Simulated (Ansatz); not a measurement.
**C4H10O2 (1,1-dimethoxyethane): a chain of runs**

We compute a series of 31 runs (BLYP/cc-pVDZ, UBLYP/cc-pVDZ, BLYP/jun-cc-pV(D+d)Z, UBLYP/jun-cc-pV(D+d)Z, BLYP/aug-cc-pVDZ, UBLYP/aug-cc-pVDZ, BLYP/d-aug-cc-pVDZ, UBLYP/d-aug-cc-pVDZ, and more) of C4H10O2 and its partners. 

The results are computed with Ansatz 0.2.0.

### Step 1. Starting point

C4H10O2: 16 atoms, total charge 0, spin state singlet. SMILES: `COC(C)OC`. Geometry: relaxed at PBE0-D4/def2-TZVP. This is one conformer, not always the lowest.

Bond lengths: C1–O2 1.408 Å, O2–C3 1.383 Å, C3–C4 1.508 Å, C3–O5 1.411 Å, O5–C6 1.400 Å, C1–H7 1.090 Å, C1–H8 1.099 Å, C1–H9 1.093 Å, C3–H10 1.108 Å, C4–H11 1.091 Å, C4–H12 1.091 Å, C4–H13 1.091 Å, C6–H14 1.099 Å, C6–H15 1.090 Å, C6–H16 1.098 Å. Some angles: C1–O2–C3 113.8°, O2–C3–C4 107.8°, O2–C3–O5 108.5°, C4–C3–O5 111.9°, C3–O5–C6 114.2°, O2–C1–H7 107.0°, O2–C1–H8 111.0°, O2–C1–H9 111.6°, O2–C3–H10 109.8°, C4–C3–H10 110.9°.

### Step 2. The energy at BLYP/cc-pVDZ (start density atoms) (run 1)

File input.yaml:

```yaml
crystal:
  periodic: [false, false, false]
  atoms:
    - {symbol: C, position_ang: [-1.249920, -1.373920, 1.288030]}
    - {symbol: O, position_ang: [-0.381610, -1.467760, 0.183790]}
    - {symbol: C, position_ang: [0.307300, -0.299690, -0.085650]}
    - {symbol: C, position_ang: [1.308980, -0.594470, -1.174330]}
    - {symbol: O, position_ang: [-0.621540, 0.686550, -0.478240]}
    - {symbol: C, position_ang: [-0.179780, 2.000770, -0.281090]}
    - {symbol: H, position_ang: [-1.668520, -2.366950, 1.448710]}
    - {symbol: H, position_ang: [-0.705240, -1.065850, 2.191130]}
    - {symbol: H, position_ang: [-2.059890, -0.663450, 1.102740]}
    - {symbol: H, position_ang: [0.814040, 0.058570, 0.832630]}
    - {symbol: H, position_ang: [2.020630, -1.349850, -0.838550]}
    - {symbol: H, position_ang: [0.781300, -0.966270, -2.053810]}
    - {symbol: H, position_ang: [1.860630, 0.307190, -1.445310]}
    - {symbol: H, position_ang: [0.117410, 2.174220, 0.762760]}
    - {symbol: H, position_ang: [-1.011890, 2.661740, -0.524010]}
    - {symbol: H, position_ang: [0.668120, 2.259170, -0.928800]}
basis:
  gaussian:
    orbitals: cc-pVDZ
hamiltonian:
  xc: {name: BLYP}
```

Command:

```console
$ ansatz run input.yaml --threads 1 --pin off --max-ram 3480MiB --events-out events.jsonl --progress --plain --runs-dir runs
```

Standard output:

```text
Warning: RAYON_NUM_THREADS=1 ignored (pool sized by the plan → 1); use --threads N
Functional definition: BLYP
  name "BLYP"
  parameter beta = 0.0042
  parameter a = 0.04918
  parameter b = 0.132
  parameter c = 0.2533
  parameter d = 0.349
  exchange = b88_x(beta = beta)
  correlation = lyp_c(a = a, b = b, c = c, d = d)
1570 factors; their error is unknown
mean field evaluation 1: about -8388.0501 eV, gradient 7.4e1 eV
mean field evaluation 2: about -8371.3280 eV, gradient 1.1e2 eV
mean field evaluation 4: about -8401.1960 eV, gradient 7.5e0 eV
mean field evaluation 8: about -8401.3032 eV, gradient 1.8e-1 eV
mean field evaluation 16: about -8401.2381 eV, gradient 2.4e-4 eV
mean field -8401.23805812 eV, -308.7398040723 hartree, gradient 4.2e-5 eV, S^2 0.000000; 0 other end points of the search recorded, 0 dependent functions left out
reference -8401.23839521 eV, -308.7398164602 hartree; 25, 25 occupied and 109, 109 virtual orbitals, 1570 factors
Total energy: -8401.23839521 eV, -308.7398164602 hartree
```

Wall time 4.8 s (1 thread of Arm Neoverse V1, shared host); peak memory 0.17 GiB.

### Step 3. The C atom: the energy at UBLYP/cc-pVDZ (start density atoms) (run 2)

File run.yaml:

```yaml
crystal:
  periodic: [false, false, false]
  atoms:
    - {symbol: C, position_ang: [0.000000, 0.000000, 0.000000]}
basis:
  gaussian:
    orbitals: cc-pVDZ
magnetization:
  spin_polarized: true
  initial_magnetization: 2
hamiltonian:
  xc: {name: BLYP}
```

Run the same way, it converges to -37.83784 Eh (log not shown).

Runs 3 to 18 aren't shown in full; the table further down has their settings and results.

### Step 4. Energy and forces at CCSD(T)/6-31G(d) (density fitting with def2-universal-jkfit, def2-TZVP-rifit for correlation, Cartesian functions, start density atoms) (run 19)

File in.yaml:

```yaml
crystal:
  periodic: [false, false, false]
  atoms:
    - symbol: C
      position_ang: [-1.249920, -1.373920, 1.288030]
    - symbol: O
      position_ang: [-0.381610, -1.467760, 0.183790]
    - symbol: C
      position_ang: [0.307300, -0.299690, -0.085650]
    - symbol: C
      position_ang: [1.308980, -0.594470, -1.174330]
    - symbol: O
      position_ang: [-0.621540, 0.686550, -0.478240]
    - symbol: C
      position_ang: [-0.179780, 2.000770, -0.281090]
    - symbol: H
      position_ang: [-1.668520, -2.366950, 1.448710]
    - symbol: H
      position_ang: [-0.705240, -1.065850, 2.191130]
    - symbol: H
      position_ang: [-2.059890, -0.663450, 1.102740]
    - symbol: H
      position_ang: [0.814040, 0.058570, 0.832630]
    - symbol: H
      position_ang: [2.020630, -1.349850, -0.838550]
    - symbol: H
      position_ang: [0.781300, -0.966270, -2.053810]
    - symbol: H
      position_ang: [1.860630, 0.307190, -1.445310]
    - symbol: H
      position_ang: [0.117410, 2.174220, 0.762760]
    - symbol: H
      position_ang: [-1.011890, 2.661740, -0.524010]
    - symbol: H
      position_ang: [0.668120, 2.259170, -0.928800]
basis:
  gaussian:
    orbitals: "6-31G*"
    fitting:
      mean_field: def2-universal-jkfit
      correlation: def2-TZVP-rifit.json
magnetization:
  spin_polarized: false
  initial_magnetization: 0
correlation:
  method: ccsd_t
scf:
  omitted_lower_state_checks: [cluster_reference, increment]
output:
  forces: true
  orbitals: {seedname: orbitals}
```

Command:

```console
$ ansatz run in.yaml --threads 1 --pin off --max-ram 3480MiB --events-out events.jsonl --progress --plain --runs-dir runs
```

Standard output (excerpt; [...] marks lines left out):

```text
Warning: RAYON_NUM_THREADS=1 ignored (pool sized by the plan → 1); use --threads N
Functional definition: HF
  name "HF"
[...]
634 factors; integrals over basis functions are off by at most 5.3e-2 eV
606 factors; integrals over basis functions are off by at most 7.1e-2 eV
[...]
mean field -8353.63847941 eV, -306.9905518188 hartree, gradient 9.3e-7 eV, S^2 0.000000; 0 other end points of the search recorded, 0 dependent functions left out
6 core orbitals not correlated: weight in the atoms' cores, before any rotation towards them, 1.000 or more for the frozen orbitals, at most 0.000 for the correlated occupied ones
reference -8353.63847941 eV, -306.9905518188 hartree; 19, 19 occupied and 85, 85 virtual orbitals, 606 factors
second order -23.86482099 eV of doubles, -0.00000000 eV of singles
cycle   1  -24.61669796 eV  change   -7.5e-1 eV  update   1.1e-1
[...]
cycle  10  -25.43149758 eV  change    3.0e-6 eV  update   4.4e-6
[...]
Atom 7 at    -0.705240    -1.065850     2.191130 Å, force     0.085332     0.056027     0.148048 eV/Å
Atom 8 at    -2.059890    -0.663450     1.102740 Å, force    -0.114479     0.105893    -0.024934 eV/Å
Atom 9 at     0.814040     0.058570     0.832630 Å, force     0.123286     0.040300     0.138990 eV/Å
Atom 10 at     2.020630    -1.349850    -0.838550 Å, force     0.125275    -0.157384     0.063135 eV/Å
Atom 11 at     0.781300    -0.966270    -2.053810 Å, force    -0.123769    -0.053234    -0.128499 eV/Å
Atom 12 at     1.860630     0.307190    -1.445310 Å, force     0.099736     0.176308    -0.056448 eV/Å
Atom 13 at     0.117410     2.174220     0.762760 Å, force     0.052018     0.041667     0.167583 eV/Å
Atom 14 at    -1.011890     2.661740    -0.524010 Å, force    -0.164722     0.073910    -0.048583 eV/Å
Atom 15 at     0.668120     2.259170    -0.928800 Å, force     0.136207     0.048942    -0.091519 eV/Å
Dipole moment:     0.167175     0.285724     0.238311 e Å
Checks for a lower state left out: cluster_reference, increment
```

Run time: 3.1 min. Hardware: 1 thread of Arm Neoverse V1, shared host; peak memory 0.77 GiB.

Runs 20 to 30 aren't shown in full; the table further down has their settings and results.

### Step 5. The O atom: the energy at USVWN5/ANO-RCC-VDZP (sfX2C, start density atoms) (run 31)

File molecule.yaml:

```yaml
crystal:
  periodic: [false, false, false]
  atoms:
    - {symbol: O, position_ang: [0.000000, 0.000000, 0.000000]}
basis:
  gaussian: {orbitals: ANO-RCC-VDZP.json}
magnetization: {spin_polarized: true, initial_magnetization: 2}
hamiltonian: {xc: {name: SVWN5}}
```

The basis set ANO-RCC-VDZP is read from a file made from the Basis Set Exchange's data (not shown).

Run the same way, it converges to -74.57539 Eh (log not shown).

### Step 6. All runs side by side

```
run                                                                                                                                  level  Cartesian functions      task  partner  energy (Eh)  wall time
  1                                                                                                     BLYP/cc-pVDZ (start density atoms)                   no    energy     base  -308.739816      4.8 s
  2                                                                                                    UBLYP/cc-pVDZ (start density atoms)                   no    energy    atoms   -37.837837     0.22 s
  3                                                                                                    UBLYP/cc-pVDZ (start density atoms)                   no    energy    atoms    -0.496403     0.06 s
  4                                                                                                    UBLYP/cc-pVDZ (start density atoms)                   no    energy    atoms   -75.054524     0.22 s
  5                                                                                             BLYP/jun-cc-pV(D+d)Z (start density atoms)                   no    energy     base  -308.756848      7.8 s
  6                                                                                            UBLYP/jun-cc-pV(D+d)Z (start density atoms)                   no    energy    atoms   -37.840797     0.38 s
  7                                                                                            UBLYP/jun-cc-pV(D+d)Z (start density atoms)                   no    energy    atoms    -0.496403     0.06 s
  8                                                                                            UBLYP/jun-cc-pV(D+d)Z (start density atoms)                   no    energy    atoms   -75.065525     0.36 s
  9                                                                                                 BLYP/aug-cc-pVDZ (start density atoms)                   no    energy     base  -308.774459       13 s
 10                                                                                                UBLYP/aug-cc-pVDZ (start density atoms)                   no    energy    atoms   -37.840849      0.5 s
 11                                                                                                UBLYP/aug-cc-pVDZ (start density atoms)                   no    energy    atoms    -0.497007     0.08 s
 12                                                                                                UBLYP/aug-cc-pVDZ (start density atoms)                   no    energy    atoms   -75.065594     0.48 s
 13                                                                                               BLYP/d-aug-cc-pVDZ (start density atoms)                   no    energy     base  -308.776826       66 s
 14                                                                                              UBLYP/d-aug-cc-pVDZ (start density atoms)                   no    energy    atoms   -37.840903     0.36 s
 15                                                                                              UBLYP/d-aug-cc-pVDZ (start density atoms)                   no    energy    atoms    -0.497018      0.1 s
 16                                                                                              UBLYP/d-aug-cc-pVDZ (start density atoms)                   no    energy    atoms   -75.065673     0.66 s
 17    CCSD(T)/6-31G* (density fitting with def2-universal-jkfit, cc-pVDZ-rifit for correlation, Cartesian functions, start density atoms)                  yes  gradient     base  -307.950958      3 min
 18   CCSD(T)/6-31G* (density fitting with def2-universal-jkfit, def2-SVP-rifit for correlation, Cartesian functions, start density atoms)                  yes  gradient     base  -307.951343      3 min
 19  CCSD(T)/6-31G* (density fitting with def2-universal-jkfit, def2-TZVP-rifit for correlation, Cartesian functions, start density atoms)                  yes  gradient     base  -307.950546    3.1 min
 20                                                                                          SVWN5/ANO-RCC-MB (sfX2C, start density atoms)                   no    energy     base  -306.189082      9.6 s
 21                                                                                         USVWN5/ANO-RCC-MB (sfX2C, start density atoms)                   no    energy    atoms   -37.468830     0.12 s
 22                                                                                         USVWN5/ANO-RCC-MB (sfX2C, start density atoms)                   no    energy    atoms    -0.468774     0.06 s
 23                                                                                         USVWN5/ANO-RCC-MB (sfX2C, start density atoms)                   no    energy    atoms   -74.569744     0.14 s
 24                                                                                         SVWN5/ANO-RCC-VDZ (sfX2C, start density atoms)                   no    energy     base  -306.451885       10 s
 25                                                                                        USVWN5/ANO-RCC-VDZ (sfX2C, start density atoms)                   no    energy    atoms   -37.477256     0.18 s
 26                                                                                        USVWN5/ANO-RCC-VDZ (sfX2C, start density atoms)                   no    energy    atoms    -0.477492     0.06 s
 27                                                                                        USVWN5/ANO-RCC-VDZ (sfX2C, start density atoms)                   no    energy    atoms   -74.574423      0.2 s
 28                                                                                        SVWN5/ANO-RCC-VDZP (sfX2C, start density atoms)                   no    energy     base  -306.571946      6.6 s
 29                                                                                       USVWN5/ANO-RCC-VDZP (sfX2C, start density atoms)                   no    energy    atoms   -37.478166     0.22 s
 30                                                                                       USVWN5/ANO-RCC-VDZP (sfX2C, start density atoms)                   no    energy    atoms    -0.477492     0.08 s
 31                                                                                       USVWN5/ANO-RCC-VDZP (sfX2C, start density atoms)                   no    energy    atoms   -74.575392     0.22 s
```

Convergence of the total energy of singlet C4H10O2 with the basis set, against the last point:

```
      basis set  from the last (mEh)  wall time
        cc-pVDZ              +37.009      4.8 s
jun-cc-pV(D+d)Z              +19.978      7.8 s
    aug-cc-pVDZ               +2.366       13 s
  d-aug-cc-pVDZ               +0.000       66 s
```

Convergence of the electronic atomisation energy of singlet C4H10O2 with the basis set, against the last point:

```
      basis set  from the last (eV)  wall time
        cc-pVDZ             +0.1008      5.3 s
jun-cc-pV(D+d)Z             -0.3567      8.6 s
    aug-cc-pVDZ             -0.0510       14 s
  d-aug-cc-pVDZ             +0.0000       67 s
```

### Step 7. Summary of results

| quantity | value |
| --- | --- |
| O atom, run 31: total energy | -74.57539 Eh |
| O atom, run 31: ⟨S²⟩ | 2.003 |
| electronic atomisation energy, BLYP/cc-pVDZ | 63.005 eV |
| electronic atomisation energy, BLYP/jun-cc-pV(D+d)Z | 62.547 eV |
| electronic atomisation energy, BLYP/aug-cc-pVDZ | 62.853 eV |
| electronic atomisation energy, BLYP/d-aug-cc-pVDZ | 62.904 eV |
| electronic atomisation energy, SVWN5/ANO-RCC-MB | 67.662 eV |
| electronic atomisation energy, SVWN5/ANO-RCC-VDZ | 71.269 eV |
| electronic atomisation energy, SVWN5/ANO-RCC-VDZP | 74.384 eV |

In words: For the total energy of singlet C4H10O2 to stay within 10 mEh of the last point, aug-cc-pVDZ is the first point of the series from which all later ones do (13 s against 66 s). For the electronic atomisation energy of singlet C4H10O2 to stay within 0.1 eV of the last point, aug-cc-pVDZ is the first point of the series from which all later ones do (14 s against 67 s). Totals of different functionals can't be ranked against each other. In runs 20, 21, 22, 23 the basis is minimal, so the values are rough. All runs together took 11 min, the longest 3.1 min.
